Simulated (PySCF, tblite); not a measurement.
**CH₈ClO₂Si₃ radical: geometry, infrared bands and EPR parameters**

Wanted: the infrared bands and EPR parameters of CH₈ClO₂Si₃ radical (`[SiH2]OC[SiH2]O[SiH2]Cl`), by calculation.

The runs use tblite 0.8.0 and PySCF 2.14.0, with density-fitted response routines of our own; the level of theory stands in each step. All values are computed, except where a source is named. Atoms are numbered from 0 throughout.

### 1 Starting geometry

15 atoms, charge 0, multiplicity 2; geometry from: force field or distance geometry start.

Bonds of the start (Å): Si0–O1 1.70, O1–C2 1.39, C2–Si3 1.83, Si3–O4 1.70, O4–Si5 1.72, Si5–Cl6 2.10, Si0–H7 1.47, Si0–H8 1.48, C2–H9 1.12, C2–H10 1.13, Si3–H11 1.49, Si3–H12 1.46, Si5–H13 1.47, Si5–H14 1.49.

### 2 Geometry optimisation with GFN2-xTB

The job: settings as JSON, then the geometry in Å.

```
{"job": {"kind": "relax", "xc": "GFN2-xTB", "basis": "xTB"}, "charge": 0, "multiplicity": 2}
Si    -3.146400     0.800900     0.472300
O     -1.535600     0.243700     0.511100
C     -1.185300    -0.423500    -0.660700
Si     0.552200    -0.974000    -0.520000
O      1.557100     0.230600    -1.184300
Si     2.794800     0.494200    -0.020800
Cl     3.823800     2.293700    -0.355200
H     -3.938900    -0.261300    -0.155500
H     -3.154900     2.042100    -0.327700
H     -1.925100    -1.234100    -0.899000
H     -1.249800     0.309300    -1.512900
H      0.826100    -1.092600     0.940800
H      0.813900    -2.285300    -1.105100
H      3.695900    -0.666400     0.005400
H      2.067900     0.530700     1.284100
```

Started as:

```
$ OMP_NUM_THREADS=1 python probes_run.py task.json out
```

This one command runs all jobs of the session in turn.

What it wrote:

```text
step      E/eV     max force
  0    -658.10524    2.723
  1    -658.39510    1.904
  2    -658.57913    0.918
  3    -658.64732    0.806
  4    -658.72706    0.703
  5    -658.76444    0.758
  6    -658.88480    0.995
  7    -658.96728    0.706
  8    -659.00990    0.445
  9    -659.04359    0.434
 10    -659.08861    0.623
 11    -659.13164    0.766
 12    -659.18164    0.733
 13    -659.23295    0.480
 14    -659.27013    0.473
 15    -659.29693    0.673
 16    -659.32872    0.640
 17    -659.34511    0.308
 18    -659.35032    0.182
 19    -659.35327    0.141
 20    -659.35596    0.162
 21    -659.35849    0.145
 22    -659.36087    0.113
 23    -659.36202    0.093
 24    -659.36332    0.081
 25    -659.36471    0.091
 26    -659.36684    0.126
 27    -659.36976    0.158
 28    -659.37327    0.148
 29    -659.37652    0.131
 30    -659.37887    0.118
 31    -659.38064    0.124
 32    -659.38247    0.121
 33    -659.38440    0.122
 34    -659.38635    0.137
 35    -659.38808    0.116
 36    -659.38938    0.087
 37    -659.39040    0.094
 38    -659.39136    0.082
 39    -659.39238    0.104
 40    -659.39335    0.096
 41    -659.39441    0.119
 42    -659.39542    0.088
 43    -659.39670    0.070
 44    -659.39724    0.060
 45    -659.39833    0.090
 46    -659.39909    0.096
 47    -659.40024    0.082
 48    -659.40141    0.089
 49    -659.40240    0.083
 50    -659.40300    0.065
 51    -659.40341    0.069
 52    -659.40389    0.057
 53    -659.40488    0.064
 54    -659.40578    0.071
 55    -659.40659    0.070
 56    -659.40724    0.075
 57    -659.40802    0.062
 58    -659.40875    0.077
 59    -659.40941    0.077
 60    -659.41007    0.074
 61    -659.41078    0.072
 62    -659.41152    0.064
 63    -659.41233    0.068
 64    -659.41306    0.061
 65    -659.41373    0.063
 66    -659.41435    0.058
 67    -659.41493    0.063
 68    -659.41545    0.128
 69    -659.41628    0.078
 70    -659.41775    0.067
 71    -659.41878    0.063
 72    -659.41979    0.073
 73    -659.42082    0.089
 74    -659.42182    0.101
 75    -659.42276    0.094
 76    -659.42340    0.073
 77    -659.42382    0.106
 78    -659.42445    0.069
 79    -659.42544    0.085
 80    -659.42698    0.107
 81    -659.42802    0.089
 82    -659.42918    0.077
 83    -659.42992    0.059
 84    -659.43068    0.058
 85    -659.43169    0.075
 86    -659.43305    0.086
 87    -659.43455    0.103
 88    -659.43599    0.073
 89    -659.43710    0.108
 90    -659.43810    0.065
 91    -659.43900    0.049
 92    -659.44002    0.047
 93    -659.44051    0.048
 94    -659.44113    0.042
 95    -659.44163    0.079
 96    -659.44209    0.053
 97    -659.44275    0.058
 98    -659.44351    0.060
 99    -659.44387    0.036
100    -659.44407    0.039
101    -659.44426    0.041
102    -659.44451    0.051
103    -659.44497    0.059
104    -659.44561    0.060
105    -659.44619    0.045
106    -659.44650    0.044
107    -659.44664    0.041
108    -659.44677    0.040
109    -659.44703    0.058
110    -659.44760    0.075
111    -659.44851    0.093
112    -659.44946    0.086
113    -659.45004    0.049
114    -659.45026    0.028
115    -659.45038    0.033
116    -659.45058    0.044
117    -659.45089    0.058
118    -659.45133    0.083
119    -659.45187    0.094
120    -659.45247    0.090
121    -659.45303    0.086
122    -659.45356    0.087
123    -659.45403    0.062
124    -659.45472    0.065
125    -659.45567    0.102
126    -659.45792    0.169
127    -659.46255    0.292
128    -659.46705    0.561
129    -659.46097    0.411
130    -659.47787    0.206
131    -659.47352    0.513
132    -659.48799    0.251
133    -659.49151    0.146
134    -659.49342    0.184
135    -659.49467    0.091
136    -659.49595    0.094
137    -659.49798    0.109
138    -659.49855    0.052
139    -659.49884    0.034
140    -659.49899    0.048
141    -659.49918    0.041
142    -659.49952    0.037
143    -659.49976    0.035
144    -659.49995    0.029
145    -659.50009    0.026
146    -659.50015    0.016
147    -659.50019    0.013
148    -659.50021    0.013
149    -659.50024    0.013
150    -659.50027    0.013
151    -659.50032    0.017
152    -659.50039    0.023
153    -659.50045    0.022
154    -659.50050    0.016
155    -659.50054    0.013
156    -659.50058    0.014
157    -659.50062    0.015
158    -659.50067    0.018
159    -659.50073    0.022
160    -659.50083    0.023
161    -659.50097    0.026
162    -659.50113    0.028
163    -659.50129    0.031
164    -659.50147    0.029
165    -659.50168    0.028
166    -659.50192    0.036
167    -659.50211    0.028
168    -659.50223    0.029
169    -659.50233    0.033
170    -659.50248    0.034
171    -659.50270    0.043
172    -659.50295    0.044
173    -659.50317    0.027
174    -659.50332    0.024
175    -659.50340    0.019
176    -659.50346    0.020
177    -659.50350    0.012
178    -659.50353    0.013
179    -659.50354    0.015
180    -659.50358    0.016
181    -659.50364    0.020
182    -659.50373    0.028
183    -659.50386    0.037
184    -659.50406    0.047
185    -659.50434    0.054
186    -659.50466    0.047
187    -659.50492    0.026
188    -659.50504    0.017
189    -659.50508    0.014
190    -659.50510    0.014
191    -659.50513    0.013
192    -659.50516    0.011
193    -659.50519    0.012
194    -659.50520    0.014
195    -659.50524    0.017
196    -659.50528    0.019
197    -659.50537    0.019
198    -659.50550    0.028
199    -659.50567    0.038
200    -659.50584    0.038
201    -659.50601    0.029
202    -659.50611    0.055
203    -659.50625    0.028
204    -659.50638    0.025
205    -659.50671    0.023
206    -659.50685    0.027
207    -659.50703    0.025
208    -659.50719    0.027
209    -659.50737    0.028
210    -659.50753    0.028
211    -659.50769    0.028
212    -659.50784    0.031
213    -659.50803    0.022
214    -659.50821    0.028
215    -659.50832    0.025
216    -659.50836    0.021
217    -659.50840    0.011
218    -659.50842    0.012
219    -659.50843    0.006
```

Run time: 1.8 s. Hardware: 1 thread of Arm Neoverse V2, shared host.

Along the way: (not every step is listed)

```csv
step,energy from step 0 (eV),largest force (eV/Å)
0,0.0000,2.7234
1,-0.2899,1.9044
2,-0.4739,0.9185
3,-0.5421,0.8056
4,-0.6218,0.7026
5,-0.6592,0.7583
6,-0.7796,0.9949
7,-0.8620,0.7059
8,-0.9047,0.4450
28,-1.2680,0.1482
48,-1.2962,0.0893
68,-1.3102,0.1285
88,-1.3307,0.0728
108,-1.3415,0.0404
128,-1.3618,0.5606
148,-1.3950,0.0134
168,-1.3970,0.0290
188,-1.3998,0.0168
208,-1.4020,0.0270
214,-1.4030,0.0281
215,-1.4031,0.0254
216,-1.4031,0.0209
217,-1.4032,0.0107
218,-1.4032,0.0117
219,-1.4032,0.0064
```

Close pairs (by a distance rule), those that changed most:

```csv
bond,before (Å),after (Å),change (Å)
O4–Si5,1.719,1.619,-0.100
Si5–Cl6,2.100,2.001,-0.099
Si0–O1,1.705,1.619,-0.086
Si3–O4,1.704,1.626,-0.078
C2–Si3,1.828,1.902,+0.074
Si5–H14,1.494,1.453,-0.041
O1–C2,1.393,1.428,+0.035
Si3–H11,1.491,1.459,-0.032
```

The next job starts from the end point, and lists it.

### 3 Harmonic vibrations with GFN2-xTB

The job: settings as JSON, then the geometry in Å.

```
{"job": {"kind": "ir", "xc": "GFN2-xTB", "basis": "xTB"}, "charge": 0, "multiplicity": 2}
Si    -2.118654     1.330803     0.525831
O     -1.134062     0.065404     0.300438
C     -1.012639    -0.727550    -0.880775
Si     0.576023    -1.740735    -0.621849
O      1.736372    -0.687220    -0.189962
Si     2.117112     0.793659     0.342514
Cl     1.534308     2.149832    -1.008363
H     -3.529157     0.957447     0.441572
H     -1.800831     2.462905    -0.335429
H     -1.911098    -1.339925    -0.993106
H     -0.956254    -0.072355    -1.755279
H      0.417456    -2.643498     0.512968
H      1.059529    -2.351077    -1.855894
H      3.570877     0.746060     0.386526
H      1.446606     1.064238     1.603241
```

What it wrote:

```text
mode    cm-1     km/mol
  1      33.4      0.56
  2      47.2      1.23
  3      51.0      0.84
  4      56.8      9.72
  5      99.5      2.69
  6     126.8      1.29
  7     168.7      2.92
  8     190.2      3.16
  9     220.2      4.04
 10     288.4     21.78
 11     492.0     26.08
 12     498.3     41.02
 13     517.6     86.54
 14     563.5     59.25
 15     586.6     11.66
 16     599.9     16.19
 17     625.6     27.00
 18     627.9     78.54
 19     678.2    209.37
 20     731.4    287.61
 21     741.5    194.91
 22     763.5    202.81
 23     769.8    249.23
 24     784.9    240.56
 25     803.1     32.52
 26     818.3    185.07
 27    1005.0     31.97
 28    1065.0    494.62
 29    1179.5     32.67
 30    1273.4      7.56
 31    1472.4      1.66
 32    2255.0    506.53
 33    2289.7    323.79
 34    2299.4     54.81
 35    2300.1    288.11
 36    2310.6    339.02
 37    2335.6    143.01
 38    2911.1     68.81
 39    2936.6     32.24
```

It took 0.63 s on 1 thread of Arm Neoverse V2, shared host.

Which atoms move in the most intense modes:

```csv
cm⁻¹,km/mol,atoms
731,287.6,"H13 36 %, H14 31 %, C2 12 %"
770,249.2,"H13 32 %, H14 26 %, H10 10 %"
785,240.6,"H8 43 %, H7 42 %"
1065,494.6,O4 76 %
2255,506.5,H7 88 %
2290,323.8,"H12 68 %, H11 25 %"
2300,288.1,"H8 73 %, H11 16 %"
2311,339.0,"H13 68 %, H14 26 %"
```

### 4 g tensor and hyperfine couplings: B3LYP/pcH-1

Same as in step 3 but for these lines:

```diff
@@ -1,2 +1,2 @@
-{"job": {"kind": "ir", "xc": "GFN2-xTB", "basis": "xTB"}, "charge": 0, "multiplicity": 2}
+{"job": {"kind": "epr", "basis": "pcH-1"}, "charge": 0, "multiplicity": 2}
 Si    -2.118654     1.330803     0.525831
```

With the program's defaults for keys left out, this is: UKS B3LYP, pcH-1 on C Cl H O Si, non-relativistic, mean-field spin-orbit, GIAO.

What it wrote:

```text
UKS, coarse grid
  cycle   1  E = -1521.98040534  |g| = 7.99e-01
  cycle   2  E = -1521.43502203  |g| = 1.43e+00
  cycle   3  E = -1522.18358346  |g| = 1.23e-01
  cycle   4  E = -1522.18864493  |g| = 5.84e-02
  cycle   5  E = -1522.18987700  |g| = 1.54e-02
  cycle   6  E = -1522.18994223  |g| = 6.93e-03
  cycle   7  E = -1522.18995763  |g| = 1.15e-03
  cycle   8  E = -1522.18995836  |g| = 3.69e-04
UKS, final grid
  cycle   1  E = -1522.18987274  |g| = 4.30e-04
  cycle   2  E = -1522.18987267  |g| = 6.03e-04
  cycle   3  E = -1522.18987282  |g| = 7.82e-05
  cycle   4  E = -1522.18987282  |g| = 1.86e-05
E = -1522.18987282 Eh   <S^2> = 0.7511 (exact 0.7500)
g shifts (ppm)      1          2          3
  rmc          -140       -140       -140
  gc             63         19         44
  oz_so       -1008        -82       1936
  total       -1085       -203       1840
hyperfine (MHz)  atom isotope    a_iso     a_fc   dipolar eigenvalues
    0  29Si    -595.64    -596.71   -167.32     83.41     83.92
    1   17O     -78.31     -78.25     -8.24      3.54      4.71
    2   13C      36.91      36.92     -3.20     -3.07      6.27
    3  29Si       0.53       0.53     -0.66      0.24      0.42
    4   17O      -0.02      -0.02     -0.34      0.16      0.18
    5  29Si      -0.69      -0.70     -0.42      0.14      0.28
    6  35Cl       0.11       0.11     -0.13     -0.07      0.19
    7    1H      67.33      67.32     -9.50      1.02      8.48
    8    1H      71.42      71.41     -9.55      1.21      8.34
    9    1H      -2.43      -2.44     -2.59     -1.35      3.95
   10    1H      -2.33      -2.34     -2.99     -0.99      3.98
   11    1H       0.08       0.08     -0.73     -0.61      1.34
   12    1H       1.39       1.39     -0.49     -0.39      0.89
   13    1H       0.64       0.64     -0.42     -0.39      0.81
   14    1H       0.65       0.65     -1.71     -1.52      3.23
```

Run time: 2.1 min. Hardware: 1 thread of Arm Neoverse V2, shared host; peak memory 1.1 GiB.

Principal g values 2.00123, 2.00212, 2.00416; g(iso) = 2.00250, against 2.00232 for a free electron.

Hyperfine couplings; where a row names several nuclei, a(iso) is their mean (it holds for fast rotation or exchange) and the dipolar term the largest among them:

```csv
nuclei,isotope,a(iso) (MHz),"a(iso) (G, at g = 2.0023)",largest dipolar term (MHz)
Si0,29Si,-595.6,-212.5,-167.3
O1,17O,-78.3,-27.9,-8.2
"H7, H8",1H,69.4,24.8,-9.5
C2,13C,36.9,13.2,6.3
"H9, H10",1H,-2.4,-0.9,4.0
"H11, H12",1H,0.7,0.3,1.3
Si5,29Si,-0.7,-0.2,-0.4
"H13, H14",1H,0.6,0.2,3.2
Si3,29Si,0.5,0.2,-0.7
Cl6,35Cl,0.1,0.0,0.2
O4,17O,0.0,0.0,-0.3
```

Mulliken spin populations:

Si0 0.94; O1 0.00; C2 0.02; Si3 0.00; O4 0.00; Si5 0.00; Cl6 0.00; H7 0.02; H8 0.02; H9 0.00; H10 0.00; H11 0.00; H12 0.00; H13 0.00; H14 0.00

In first order the couplings over 0.8 MHz of 1H give 9 distinct lines over 51.2 G, if the averaged nuclei exchange fast; the same motion can average rows kept apart here too.

The fields below are evaluated on a grid from the run's orbitals.

ELF in a plane through or near 5 of the atoms.

Ten even steps from '0' (0.00) to '9' (1.00):
```
0000000000000000000000000000
0000000000000000000000000000
0000000000000000000000000000
0000000000011100001000000000
0000364101122200057630000000
0003999732332200289961000000
0008999960153100389961000000
0008999937312000132234542000
0006999721121014431158996000
0000210148861026663279997000
0000000485673135631026874000
0000001478741681153000110000
0000000123246293699400000000
0000000003334176999910000000
0000000028974111699700000000
0000000027875100167100000000
0000000003431000000000000000
0000000000000000000000000000
0000000000000000000000000000
0000000000000000000000000000
```
The map spans 12.4 Å across and 10.2 Å up, centred on the molecule. Atoms in the plane (x, y in Å): Si3 (-0.9, -1.7), O4 (-1.8, -0.3), Si5 (-2.0, 1.3), H9 (1.7, -1.8), H13 (-3.4, 1.5).

log10 of the density (e/Å³) in the same plane.

Ten even steps from ' ' (-4.0) to '@' (1.3):
```
                                                        
                  ........                              
              ....::::::::::................            
        ..::::::----======--::::::--------::..          
      ::::--======++++++++==----====++++==--::..        
    ..::--==++++++++****++++======++****++==--::..      
    ::--==**####**####****++====++**####**++==--::..    
    ::--++**######@@%%**++++==++++**####**++++==--::    
    ..--==++******####**++==++**************++==--::..  
    ..::--====++**%%####++++**######********++==--::..  
      ....::==++##@@@@##**++**######++++======----..    
          ::--++**######**####@@%%##**==------::::..    
          ..--==++****%%@@####%%%%##**==--::::....      
            ::--==****%%@@##****####**==--::..          
            ..--==++******++++++++++++==::..            
            ..::--++++**++++==--====--::..              
              ::::--======--::::::::....                
                ..::::::::::..                          
                  ..........                            
                                                        
```
The map spans 12.4 Å across and 10.2 Å up, centred on the molecule. Atoms in the plane (x, y in Å): Si3 (-0.9, -1.7), O4 (-1.8, -0.3), Si5 (-2.0, 1.3), H9 (1.7, -1.8), H13 (-3.4, 1.5).

On the surface of density 0.002 e/bohr³ the electrostatic potential runs, from the 1st to the 99th percentile, from -0.71 V near O1 to 1.53 V near H11.

The spin density lies nearest to Si0 69 %; H7, H8 about 10 % each.

### 5 Results

```
                                                                  quantity                    value
                                 strongest single infrared mode (GFN2-xTB)    2255 cm⁻¹, 507 km/mol
                                              zero-point energy (GFN2-xTB)            53.6 kcal/mol
                                                            g(iso) (B3LYP)                  2.00250
                                                                      ⟨S²⟩       0.751 (exact 0.75)
                                        largest a(iso) (averaged by class)  29Si on Si0, -595.6 MHz
potential on the surface of density 0.002 e/bohr³, 1st and 99th percentile       -0.71 V and 1.53 V
```

**Reading.** Relaxing lowered the energy by 1.403 eV in 219 steps; the close pair that moved most is O4–Si5, from 1.719 to 1.619 Å. The frame itself reshapes: Si3···Si5 goes from 2.73 to 3.12 Å. No mode is imaginary among the 39: a minimum at this level. The strongest single mode, at 2255 cm⁻¹, moves mainly H7. GFN2-xTB is a fitted tight-binding method: band positions and strengths are rough. Its intensities can rank the bands wrongly. Si0 carries the largest spin population, 0.94 e. The isotropic g lies 0.2 ppt above the free-electron value. These values are for one conformer; the search (at its own cheap level) found 2 more, at 0.02, 1.60 kcal/mol (those within 0.05 may be mirror or relabelled copies), and measured spectra average over such forms.
